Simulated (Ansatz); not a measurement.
# Cu: the cost of one run

Program: Ansatz 0.2.0. Level of theory: DFT PBEsol, scalar-relativistic, plane waves, PAW. These are calculated values, not measurements.

### 1 Starting point

The structure is trigonal, space group P-3m1 (No. 164). The conventional cell has a = 2.504 Å, b = 2.504 Å, c = 24.576 Å, α = 90.00°, β = 90.00°, γ = 120.00°. Cu (site symmetry 3m) is surrounded by 12 Cu at 2.50 to 2.52 Å. Cu (site symmetry 3m) has 9 Cu at 2.50 to 2.52 Å in its first shell of neighbours.

Coordinates:

```
CELL_PARAMETERS angstrom
2.50366 0.00000 0.00000
-1.25183 2.16823 0.00000
0.00000 0.00000 24.57559
ATOMIC_POSITIONS crystal
Cu 0.00000 0.00000 0.37376
Cu 0.66667 0.33333 0.28961
Cu 0.33333 0.66667 0.45799
Cu 0.00000 0.00000 0.62624
Cu 0.66667 0.33333 0.54201
Cu 0.33333 0.66667 0.71039
```

Source of the structure: the Materials Project (structure only).

(A quick probe on a coarse mesh, which set the mesh and smearing, is not shown.)

### 3 Relaxing cell and atoms

input.yaml

```yaml
crystal:
  lattice:
    - [2.5036582226, 0.0, 0.0]
    - [-1.2518291113, 2.1682316232, 0.0]
    - [0.0, 0.0, 24.57558927]
  atoms:
    - { symbol: Cu, position: [0.0, 0.0, 0.37376445] }
    - { symbol: Cu, position: [0.66666667, 0.33333333, 0.28961442] }
    - { symbol: Cu, position: [0.33333333, 0.66666667, 0.45799086] }
    - { symbol: Cu, position: [0.0, 0.0, 0.62623555] }
    - { symbol: Cu, position: [0.66666667, 0.33333333, 0.54200914] }
    - { symbol: Cu, position: [0.33333333, 0.66666667, 0.71038558] }
basis:
  ecutwfc: 420
kpoints:
  mp_grid: { grid: [18, 18, 2] }
hamiltonian:
  xc: pbesol
scf:
  occupations: { method: gaussian, width: 0.1 }
output:
  forces: true
  stress: true
  eigenvalues: true
  write_density: true
  write_potential: true
  elf: true
  volumetric_format: npy
relax:
  adjacent_minimum: "off"
  f_tol: 0.005
  max_steps: 80
  cell: { stress_tol: 0.05 }
```

The run is started by

```
> ansatz run input.yaml --threads 2 --pin off --max-ram 5120MiB --backend cpu --events-out ev --progress --plain --runs-dir out
```

What time and memory should one allow on 2 threads of Intel Xeon at 2.70GHz, shared host?

About 2.1 min, with a peak of 0.8 GiB.
